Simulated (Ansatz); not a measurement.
**CH6GaN: basis-set convergence**

One table from this session's results is given with a row withheld; the runs are named, their logs left out.

The runs use Ansatz 0.2.0, Gaussian basis; one geometry, several basis sets.

Levels to be run: PBE0-D4/def2-SVP; ωB97M-V/def2-SVP; PBE0-D4/def2-QZVPP; ωB97M-V/def2-QZVPP; the functionals' def2-TZVPP values are taken from earlier runs.

## Structure used throughout

All runs share one geometry, relaxed beforehand with PBE0-D4 in a triple-zeta def2 set.

SMILES `[CH3][GaH][NH2]`, 9 atoms, charge 0, spin multiplicity 1.

Atoms are counted from 1 here; the program's logs count them from 0.

Bond lengths: C1–Ga2 1.962 Å, C1–H4 1.093 Å, C1–H5 1.093 Å, C1–H6 1.091 Å, Ga2–N3 1.819 Å, Ga2–H7 1.566 Å, N3–H8 1.006 Å, N3–H9 1.006 Å. Angles: Ga2–C1–H4 110.5°, Ga2–C1–H5 110.5°, Ga2–C1–H6 111.7°, H4–C1–H5 107.2°, H4–C1–H6 108.5°, H5–C1–H6 108.5°, C1–Ga2–N3 118.1°, C1–Ga2–H7 126.4°, N3–Ga2–H7 115.5°, Ga2–N3–H8 124.0°, Ga2–N3–H9 124.3°, H8–N3–H9 111.7°.

The first run:

Contents of in.yaml:

```yaml
crystal:
  periodic: [false, false, false]
  atoms:
    - {symbol: C, position_ang: [-0.279100, 0.944668, -1.124790]}
    - {symbol: Ga, position_ang: [0.513388, -0.531858, -0.104388]}
    - {symbol: N, position_ang: [-0.068180, -0.807640, 1.596756]}
    - {symbol: H, position_ang: [-0.755984, 0.568332, -2.033077]}
    - {symbol: H, position_ang: [0.493364, 1.652233, -1.435637]}
    - {symbol: H, position_ang: [-1.026297, 1.483452, -0.540124]}
    - {symbol: H, position_ang: [1.617887, -1.521304, -0.608688]}
    - {symbol: H, position_ang: [0.276534, -1.536607, 2.197701]}
    - {symbol: H, position_ang: [-0.771612, -0.251286, 2.052236]}
basis:
  gaussian: {orbitals: def2-SVP}
hamiltonian: {xc: pbe0, dispersion: d4}
output: {orbitals: {seedname: orbitals}}
```

Command:

```sh
> ansatz run in.yaml --threads 2 --pin off --events-out ev --progress --plain --max-ram 32768MiB --backend cpu
```

Among the steps run: PBE0-D4 in def2-SVP; ωB97M-V in def2-SVP; PBE0-D4 in def2-QZVPP; ωB97M-V in def2-QZVPP.

One of the session's tables, all rows but one given; the rest of the session is left out.

It belongs to the step «Functionals by basis». 

| functional | basis | HOMO (eV) | LUMO (eV) |
| --- | --- | --- | --- |
| PBE0-D4 | def2-SVP | -7.03 | -0.10 |
| PBE0-D4 | def2-TZVPP | -7.18 | -0.27 |
| PBE0-D4 | def2-QZVPP | -7.23 | -0.37 |
| ωB97M-V | def2-SVP | -9.41 | 1.64 |
| ωB97M-V | def2-TZVPP | ? | ? |
| ωB97M-V | def2-QZVPP | -9.62 | 1.06 |

Estimate the missing values for ωB97M-V, def2-TZVPP.

The run gave: HOMO (eV): -9.58; LUMO (eV): 1.40. In the column «HOMO (eV)» it lies between ωB97M-V, def2-QZVPP (-9.62) and ωB97M-V, def2-SVP (-9.41).
